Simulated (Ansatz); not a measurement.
# SnClF2 radical: one molecule under many settings

How do the results and run time of SnClF2 radical respond when the settings are drawn wide?

Computed with Ansatz 0.2.0, Gaussian basis. Level: the settings change from run to run.

### Step 1. The molecule

An earlier PBE0-D4 in a triple-zeta def2 set relaxation fixed the geometry. Sn takes a core potential in def2 sets; no spin-orbit term is included.

SMILES `[F][Sn]([F])[Cl]`, 4 atoms, charge 0, spin multiplicity 2.

Atoms are counted from 1 here; the program's logs count them from 0.

Bond lengths: F1–Sn2 1.912 Å, Sn2–F3 1.912 Å, Sn2–Cl4 2.322 Å. Angles: F1–Sn2–F3 103.5°, F1–Sn2–Cl4 107.8°, F3–Sn2–Cl4 107.8°.

### Step 2. PBEsol/def2-SVP

Set apart from the defaults: restricted open-shell orbitals, atoms shaken by 0.08 Å, finite nuclei.

in.yaml reads:

```yaml
crystal:
  periodic: [false, false, false]
  atoms:
    - {symbol: F, position_ang: [-0.892187, -0.490377, 1.368146]}
    - {symbol: Sn, position_ang: [0.200260, 0.518903, 0.376285]}
    - {symbol: F, position_ang: [1.576675, -0.953274, 0.012458]}
    - {symbol: Cl, position_ang: [-0.862723, 0.712918, -1.742539]}
basis:
  gaussian: {orbitals: def2-SVP, nuclear_model: gaussian}
magnetization: {spin_polarized: false, initial_magnetization: 1}
hamiltonian: {xc: {name: PBEsol}}
output: {forces: true}
```

Launch:

```sh
$ ansatz run in.yaml --threads 4 --pin off --events-out ev --progress --plain --max-ram 10444MiB
```

What it wrote:

```text
Functional definition: PBEsol
  name "PBEsol"
  cite "Perdew et al., Phys. Rev. Lett. 100, 136406 (2008) doi:10.1103/PhysRevLett.100.136406"
  cite "Perdew, Burke & Ernzerhof, Phys. Rev. Lett. 77, 3865 (1996) doi:10.1103/PhysRevLett.77.3865"
  parent pbesol
  exchange = pbesol_x
  correlation = pbesol_c
782 factors; their error is unknown
mean field evaluation 1: about -23725.2394 eV, gradient 5.0e1 eV
mean field evaluation 2: about -23637.3923 eV, gradient 2.0e2 eV
mean field evaluation 4: about -23729.3107 eV, gradient 1.9e1 eV
mean field evaluation 8: about -23729.9591 eV, gradient 2.3e-1 eV
mean field evaluation 16: about -23729.9258 eV, gradient 2.2e-5 eV
mean field evaluation 32: about -23729.7958 eV, gradient 5.2e0 eV
mean field -23729.92579345 eV, -872.0586881878 hartree, gradient 2.2e-5 eV, S^2 0.750000; 3 other end points of the search recorded, 0 dependent functions left out
the calculation of the forces begins
reference -23729.92582698 eV, -872.0586894202 hartree; 29, 28 occupied and 43, 44 virtual orbitals, 782 factors
Total energy: -23729.92582698 eV, -872.0586894202 hartree
Atom 0 at    -0.892187    -0.490377     1.368146 Å, force    -3.417670    -2.837864     3.150106 eV/Å
Atom 1 at     0.200260     0.518903     0.376285 Å, force     4.287734     1.350254    -3.574253 eV/Å
Atom 2 at     1.576675    -0.953274     0.012458 Å, force    -0.865533     1.313362     0.338951 eV/Å
Atom 3 at    -0.862723     0.712918    -1.742539 Å, force    -0.004531     0.174248     0.085196 eV/Å
Dipole moment:     0.012429     0.615642     0.240064 e Å
```

It took 1.1 s on 4 threads of Intel Xeon Platinum 8488C, shared host.

Largest force 5.743 eV/Å, dipole 3.17 D.

### Step 3. r2SCAN0/def2-SVP

Set apart from the defaults: finite nuclei, the search for lower states set to off.

in.yaml reads:

```yaml
crystal:
  periodic: [false, false, false]
  atoms:
    - {symbol: F, position_ang: [-0.930353, -0.513250, 1.457411]}
    - {symbol: Sn, position_ang: [0.240047, 0.444747, 0.288503]}
    - {symbol: F, position_ang: [1.640951, -0.807439, -0.062823]}
    - {symbol: Cl, position_ang: [-0.895146, 0.815543, -1.703392]}
basis:
  gaussian: {orbitals: def2-SVP, nuclear_model: gaussian}
magnetization: {spin_polarized: true, initial_magnetization: 1}
hamiltonian: {xc: {name: r2SCAN0}}
scf: {lower_state_search: off}
```

Same command.

What it wrote, shortened:

```text
Functional definition: r2SCAN0
  name "r2SCAN0"
  cite "Bursch, Neugebauer, Ehlert & Grimme, J. Chem. Phys. 156, 134105 (2022) doi:10.1063/5.0086040"
  cite "Furness, Kaplan, Ning, Perdew & Sun, J. Phys. Chem. Lett. 11, 8208 (2020) doi:10.1021/acs.jpclett.0c02405"
  cite "Furness, Kaplan, Ning, Perdew & Sun, J. Phys. Chem. Lett. 11, 9248 (2020) doi:10.1021/acs.jpclett.0c03077"
  parent r2scan
[...]
752 factors; integrals over basis functions are off by at most 2.4e-4 eV
[...]
mean field -23778.83741925 eV, -873.8561572826 hartree, gradient 2.6e-6 eV, S^2 0.755272; 0 other end points of the search recorded, 0 dependent functions left out
reference -23778.83742870 eV, -873.8561576299 hartree; 29, 28 occupied and 43, 44 virtual orbitals, 752 factors
Total energy: -23778.83742870 eV, -873.8561576299 hartree
Checks for a lower state left out: stability, starts, cluster_reference, orbital_swaps, neighbouring_geometries, increment
```

Wall time 0.95 s (4 threads of Intel Xeon Platinum 8488C, shared host).

⟨S²⟩ 0.755.

### Step 4. r2SCAN50/def2-mTZVPP

in.yaml: that of step 3 with these lines changed.

```diff
@@ -8,5 +8,4 @@
 basis:
-  gaussian: {orbitals: def2-SVP, nuclear_model: gaussian}
+  gaussian: {orbitals: def2-mTZVPP}
 magnetization: {spin_polarized: true, initial_magnetization: 1}
-hamiltonian: {xc: {name: r2SCAN0}}
-scf: {lower_state_search: off}
+hamiltonian: {xc: {name: r2SCAN50}}
```

Same command.

What it wrote, shortened:

```text
Functional definition: r2SCAN50
  name "r2SCAN50"
  cite "Bursch, Neugebauer, Ehlert & Grimme, J. Chem. Phys. 156, 134105 (2022) doi:10.1063/5.0086040"
  cite "Furness, Kaplan, Ning, Perdew & Sun, J. Phys. Chem. Lett. 11, 8208 (2020) doi:10.1021/acs.jpclett.0c02405"
  cite "Furness, Kaplan, Ning, Perdew & Sun, J. Phys. Chem. Lett. 11, 9248 (2020) doi:10.1021/acs.jpclett.0c03077"
  parent r2scan
[...]
1089 factors; integrals over basis functions are off by at most 2.0e-4 eV
[...]
mean field -23788.60655079 eV, -874.2151662449 hartree, gradient 4.0e-5 eV, S^2 0.757420; 0 other end points of the search recorded, 0 dependent functions left out
reference -23788.60655794 eV, -874.2151665075 hartree; 29, 28 occupied and 82, 83 virtual orbitals, 1089 factors
Total energy: -23788.60655794 eV, -874.2151665075 hartree
```

It took 2.2 s on 4 threads of Intel Xeon Platinum 8488C, shared host; peak memory 0.39 GiB.

⟨S²⟩ 0.757.

### Step 5. wB97M-V/def2-SVPD

Options: the search for lower states set to full.

in.yaml: that of step 4 with these lines changed.

```diff
@@ -8,4 +8,5 @@
 basis:
-  gaussian: {orbitals: def2-mTZVPP}
+  gaussian: {orbitals: def2-SVPD}
 magnetization: {spin_polarized: true, initial_magnetization: 1}
-hamiltonian: {xc: {name: r2SCAN50}}
+hamiltonian: {xc: {name: wB97M-V}}
+scf: {lower_state_search: full}
```

Launched as before.

What it wrote, shortened:

```text
Functional definition: wB97M-V
  name "wB97M-V"
  cite "Mardirossian & Head-Gordon, J. Chem. Phys. 144, 214110 (2016) doi:10.1063/1.4952647"
  cite "Becke, J. Chem. Phys. 107, 8554 (1997) doi:10.1063/1.475007"
  cite "Vydrov & Van Voorhis, J. Chem. Phys. 133, 244103 (2010) doi:10.1063/1.3521275"
  # Of w^i u^j: cxij and so on, Table III.
[...]
  gx(w, u) = 1 - cx + cx01*u + cx10*w
  gss(w, u) = css00 + css04*u^4 + css10*w + css20*w^2 + css43*w^4*u^3
  gos(w, u) = cos00 + cos10*w + (cos20 + cos21*u)*w^2 + (cos60 + cos61*u)*w^6
[...]
      + integral(e_c_pw_mod_opposite_spin*gos(b97_w_opposite, b97_u_opposite)) + vv10(b, c)
1113 factors; integrals over basis functions are off by at most 1.3e-4 eV
342 factors; integrals over basis functions are off by at most 1.9e-5 eV
[...]
mean field -23779.14925392 eV, -873.8676169953 hartree, gradient 4.4e-5 eV, S^2 0.754500; 3 other end points of the search recorded, 0 dependent functions left out
reference -23779.14930398 eV, -873.8676188350 hartree; 29, 28 occupied and 76, 77 virtual orbitals, 1113 factors
Total energy: -23779.14930398 eV, -873.8676188350 hartree
```

It took 11 s on 4 threads of Intel Xeon Platinum 8488C, shared host; peak memory 0.56 GiB.

⟨S²⟩ 0.755.

### Step 6. LC-wPBE/ANO-RCC-VTZP

Options: charge +1, multiplicity 1, coordinates scaled by 1.05, finite nuclei, high accuracy.

in.yaml reads:

```yaml
crystal:
  periodic: [false, false, false]
  atoms:
    - {symbol: F, position_ang: [-0.976870, -0.538913, 1.530282]}
    - {symbol: Sn, position_ang: [0.252049, 0.466984, 0.302928]}
    - {symbol: F, position_ang: [1.722999, -0.847811, -0.065964]}
    - {symbol: Cl, position_ang: [-0.939903, 0.856320, -1.788561]}
basis:
  gaussian: {orbitals: ANO-RCC-VTZP, nuclear_model: gaussian}
total_charge: 1
hamiltonian: {xc: {name: LC-wPBE}}
accuracy: high
```

Launched as before.

What it wrote, shortened:

```text
Functional definition: LC-wPBE
  name "LC-wPBE"
  cite "Vydrov & Scuseria, J. Chem. Phys. 125, 234109 (2006) doi:10.1063/1.2409292"
  cite "Heyd & Scuseria, J. Chem. Phys. 120, 7274 (2004) doi:10.1063/1.1668634"
  cite "Ernzerhof & Perdew, J. Chem. Phys. 109, 3313 (1998) doi:10.1063/1.476928"
  cite "Perdew, Burke & Ernzerhof, Phys. Rev. Lett. 77, 3865 (1996) doi:10.1103/PhysRevLett.77.3865"
  parent pbe
[...]
2906 factors; integrals over basis functions are off by at most 4.9e-9 eV
673 factors; integrals over basis functions are off by at most 2.2e-9 eV
[...]
mean field -186042.22039744 eV, -6836.9254956598 hartree, gradient 8.8e-8 eV, S^2 0.000000; 0 other end points of the search recorded, 0 dependent functions left out
reference -186042.22039744 eV, -6836.9254956598 hartree; 42, 42 occupied and 120, 120 virtual orbitals, 2906 factors
Total energy: -186042.22039744 eV, -6836.9254956598 hartree
Relativity: scalar
```

It took 38 s on 4 threads of Intel Xeon Platinum 8488C, shared host; peak memory 0.87 GiB.

### Step 7. LC-wPBE/def2-SVP

in.yaml reads:

```yaml
crystal:
  periodic: [false, false, false]
  atoms:
    - {symbol: F, position_ang: [-0.930353, -0.513250, 1.457411]}
    - {symbol: Sn, position_ang: [0.240047, 0.444747, 0.288503]}
    - {symbol: F, position_ang: [1.640951, -0.807439, -0.062823]}
    - {symbol: Cl, position_ang: [-0.895146, 0.815543, -1.703392]}
basis:
  gaussian: {orbitals: def2-SVP}
magnetization: {spin_polarized: true, initial_magnetization: 1}
hamiltonian: {xc: {name: LC-wPBE}}
output: {forces: true}
```

Launched as before.

What it wrote, shortened:

```text
Functional definition: LC-wPBE
  name "LC-wPBE"
  cite "Vydrov & Scuseria, J. Chem. Phys. 125, 234109 (2006) doi:10.1063/1.2409292"
  cite "Heyd & Scuseria, J. Chem. Phys. 120, 7274 (2004) doi:10.1063/1.1668634"
  cite "Ernzerhof & Perdew, J. Chem. Phys. 109, 3313 (1998) doi:10.1063/1.476928"
  cite "Perdew, Burke & Ernzerhof, Phys. Rev. Lett. 77, 3865 (1996) doi:10.1103/PhysRevLett.77.3865"
  parent pbe
[...]
782 factors; their error is unknown
214 factors; integrals over basis functions are off by at most 1.3e-5 eV
[...]
mean field -23775.69335042 eV, -873.7406148840 hartree, gradient 2.0e-5 eV, S^2 0.756069; 0 other end points of the search recorded, 0 dependent functions left out
[...]
reference -23775.69335042 eV, -873.7406148842 hartree; 29, 28 occupied and 43, 44 virtual orbitals, 782 factors
Total energy: -23775.69335042 eV, -873.7406148842 hartree
Atom 0 at    -0.930353    -0.513250     1.457411 Å, force    -0.183150    -0.144850     0.175535 eV/Å
Atom 1 at     0.240047     0.444747     0.288503 Å, force    -0.003944     0.330741    -0.070658 eV/Å
Atom 2 at     1.640951    -0.807439    -0.062823 Å, force     0.213717    -0.190286    -0.059047 eV/Å
Atom 3 at    -0.895146     0.815543    -1.703392 Å, force    -0.026623     0.004394    -0.045830 eV/Å
Dipole moment:     0.153546     0.561667     0.151035 e Å
```

It took 0.9 s on 4 threads of Intel Xeon Platinum 8488C, shared host.

Largest force 0.338 eV/Å, dipole 2.89 D, ⟨S²⟩ 0.756.

### Step 8. B97M-V/def2-SVPD

This run has restricted open-shell orbitals, density fitting with def2-universal-jkfit, a grid of angular degree 47, the search for lower states set to full.

in.yaml: that of step 7 with these lines changed.

```diff
@@ -8,5 +8,6 @@
 basis:
-  gaussian: {orbitals: def2-SVP}
-magnetization: {spin_polarized: true, initial_magnetization: 1}
-hamiltonian: {xc: {name: LC-wPBE}}
+  gaussian: {orbitals: def2-SVPD, fitting: {mean_field: def2-universal-jkfit}, final_grid: {core_spheres: 20, valence_spheres: 16, degree: 47}}
+magnetization: {spin_polarized: false, initial_magnetization: 1}
+hamiltonian: {xc: {name: B97M-V}}
+scf: {lower_state_search: full}
 output: {forces: true}
```

Launched as before.

What it wrote, shortened:

```text
Functional definition: B97M-V
  name "B97M-V"
  cite "Mardirossian & Head-Gordon, J. Chem. Phys. 142, 074111 (2015) doi:10.1063/1.4907719"
  cite "Becke, J. Chem. Phys. 107, 8554 (1997) doi:10.1063/1.475007"
  cite "Vydrov & Van Voorhis, J. Chem. Phys. 133, 244103 (2010) doi:10.1063/1.3521275"
  # Of w^i u^j: cxij and so on, Table III.
[...]
  gx(w, u) = cx00 + cx01*u + cx02*u^2 + (cx10 + cx11*u)*w
  gss(w, u) = css00 + css02*u^2 + css10*w + (css32*w^3 + css42*w^4)*u^2
  gos(w, u) = cos00 + cos01*u + cos03*u^3 + cos10*w + cos32*w^3*u^2
[...]
      + integral(e_c_pw_mod_opposite_spin*gos(b97_w_opposite, b97_u_opposite)) + vv10(b, c)
500 factors; integrals over basis functions are off by at most 2.0e-1 eV
[...]
mean field -23776.79219216 eV, -873.7809965734 hartree, gradient 4.2e-6 eV, S^2 0.750000; 8 other end points of the search recorded, 0 dependent functions left out
[...]
reference -23776.79225820 eV, -873.7809990002 hartree; 29, 28 occupied and 76, 77 virtual orbitals, 500 factors
Total energy: -23776.79225820 eV, -873.7809990002 hartree
Atom 0 at    -0.930353    -0.513250     1.457411 Å, force    -0.561911    -0.470424     0.547058 eV/Å
Atom 1 at     0.240047     0.444747     0.288503 Å, force     0.276914     0.974095     0.279914 eV/Å
Atom 2 at     1.640951    -0.807439    -0.062823 Å, force     0.658593    -0.610090    -0.174494 eV/Å
Atom 3 at    -0.895146     0.815543    -1.703392 Å, force    -0.373596     0.106419    -0.652477 eV/Å
Dipole moment:     0.121304     0.557043     0.097391 e Å
```

It took 12 s on 4 threads of Intel Xeon Platinum 8488C, shared host.

Largest force 1.051 eV/Å, dipole 2.78 D.

### Step 9. LC-wPBE/def2-TZVP

Set apart from the defaults: restricted open-shell orbitals, relativity set to scalar.

in.yaml reads:

```yaml
crystal:
  periodic: [false, false, false]
  atoms:
    - {symbol: F, position_ang: [-0.930353, -0.513250, 1.457411]}
    - {symbol: Sn, position_ang: [0.240047, 0.444747, 0.288503]}
    - {symbol: F, position_ang: [1.640951, -0.807439, -0.062823]}
    - {symbol: Cl, position_ang: [-0.895146, 0.815543, -1.703392]}
basis:
  gaussian: {orbitals: def2-TZVP}
magnetization: {spin_polarized: false, initial_magnetization: 1}
hamiltonian: {xc: {name: LC-wPBE}, pseudopotentials: {relativity: scalar}}
```

Launched as before.

What it wrote, shortened:

```text
Functional definition: LC-wPBE
  name "LC-wPBE"
  cite "Vydrov & Scuseria, J. Chem. Phys. 125, 234109 (2006) doi:10.1063/1.2409292"
  cite "Heyd & Scuseria, J. Chem. Phys. 120, 7274 (2004) doi:10.1063/1.1668634"
  cite "Ernzerhof & Perdew, J. Chem. Phys. 109, 3313 (1998) doi:10.1063/1.476928"
  cite "Perdew, Burke & Ernzerhof, Phys. Rev. Lett. 77, 3865 (1996) doi:10.1103/PhysRevLett.77.3865"
  parent pbe
[...]
956 factors; their error is unknown
255 factors; integrals over basis functions are off by at most 4.0e-5 eV
[...]
mean field -23826.14299276 eV, -875.5946050440 hartree, gradient 1.5e-5 eV, S^2 0.750000; 0 other end points of the search recorded, 0 dependent functions left out
reference -23826.14299276 eV, -875.5946050443 hartree; 29, 28 occupied and 120, 121 virtual orbitals, 956 factors
Total energy: -23826.14299276 eV, -875.5946050443 hartree
Relativity: scalar
```

Wall time 1.6 s (4 threads of Intel Xeon Platinum 8488C, shared host).

### Step 10. wB97M-V/def2-TZVP

This run has charge +1, multiplicity 1, coordinates scaled by 1.25, a grid of angular degree 23.

in.yaml reads:

```yaml
crystal:
  periodic: [false, false, false]
  atoms:
    - {symbol: F, position_ang: [-1.162941, -0.641563, 1.821764]}
    - {symbol: Sn, position_ang: [0.300058, 0.555933, 0.360629]}
    - {symbol: F, position_ang: [2.051189, -1.009299, -0.078529]}
    - {symbol: Cl, position_ang: [-1.118933, 1.019429, -2.129240]}
basis:
  gaussian: {orbitals: def2-TZVP, final_grid: {core_spheres: 8, valence_spheres: 7, degree: 23}}
total_charge: 1
hamiltonian: {xc: {name: wB97M-V}}
```

Same command.

What it wrote, shortened:

```text
Functional definition: wB97M-V
  name "wB97M-V"
  cite "Mardirossian & Head-Gordon, J. Chem. Phys. 144, 214110 (2016) doi:10.1063/1.4952647"
  cite "Becke, J. Chem. Phys. 107, 8554 (1997) doi:10.1063/1.475007"
  cite "Vydrov & Van Voorhis, J. Chem. Phys. 133, 244103 (2010) doi:10.1063/1.3521275"
  # Of w^i u^j: cxij and so on, Table III.
[...]
  gx(w, u) = 1 - cx + cx01*u + cx10*w
  gss(w, u) = css00 + css04*u^4 + css10*w + css20*w^2 + css43*w^4*u^3
  gos(w, u) = cos00 + cos10*w + (cos20 + cos21*u)*w^2 + (cos60 + cos61*u)*w^6
[...]
      + integral(e_c_pw_mod_opposite_spin*gos(b97_w_opposite, b97_u_opposite)) + vv10(b, c)
1007 factors; their error is unknown
177 factors; integrals over basis functions are off by at most 7.2e-5 eV
[...]
mean field -23774.07782411 eV, -873.6812453874 hartree, gradient 1.3e-5 eV, S^2 0.000000; 4 other end points of the search recorded, 0 dependent functions left out
reference -23774.07786978 eV, -873.6812470656 hartree; 28, 28 occupied and 121, 121 virtual orbitals, 1007 factors
Total energy: -23774.07786978 eV, -873.6812470656 hartree
```

It took 3.2 s on 4 threads of Intel Xeon Platinum 8488C, shared host; peak memory 0.38 GiB.

### Step 11. All runs side by side

| level | charge | multiplicity | geometry | functions | energy (eV) | time |
| --- | --- | --- | --- | --- | --- | --- |
| PBEsol/def2-SVP | 0 | 2 | shaken | 72 | -23729.926 | 1.1 s |
| r2SCAN0/def2-SVP | 0 | 2 | relaxed | 72 | -23778.837 | 0.95 s |
| r2SCAN50/def2-mTZVPP | 0 | 2 | relaxed | 111 | -23788.607 | 2.2 s |
| wB97M-V/def2-SVPD | 0 | 2 | relaxed | 105 | -23779.149 | 11 s |
| LC-wPBE/ANO-RCC-VTZP | 1 | 1 | scaled | 162 | -186042.220 | 38 s |
| LC-wPBE/def2-SVP | 0 | 2 | relaxed | 72 | -23775.693 | 0.9 s |
| B97M-V/def2-SVPD | 0 | 2 | relaxed | 105 | -23776.792 | 12 s |
| LC-wPBE/def2-TZVP | 0 | 2 | relaxed | 149 | -23826.143 | 1.6 s |
| wB97M-V/def2-TZVP | 1 | 1 | scaled | 149 | -23774.078 | 3.2 s |

### Step 12. Summary of results

| quantity | value |
| --- | --- |
| runs | 9 |
| quickest | LC-wPBE/def2-SVP, 0.9 s |
| slowest | LC-wPBE/ANO-RCC-VTZP, 38 s |
| spread of total energies, same state and geometry | 50.4 eV |
| dipole, same state and geometry | 2.78 to 2.89 D |

**Reading.** Run time spans a factor of 42, from LC-wPBE/def2-SVP to LC-wPBE/ANO-RCC-VTZP. The jobs differ in tasks and options as well as level. The totals spread over 50 eV; they can't be compared across methods or bases. Some of these runs are scalar-relativistic and others not, which shifts the totals of all-electron atoms past neon by several eV an atom and more; core potentials, where a basis has them, take the core out of the total altogether. At the PBE0-D4/def2-TZVP geometry and in the same state, the sound runs without point charges leave forces up to 1.05 eV/Å (B97M-V/def2-SVPD), against 5.7 eV/Å where the atoms were moved.
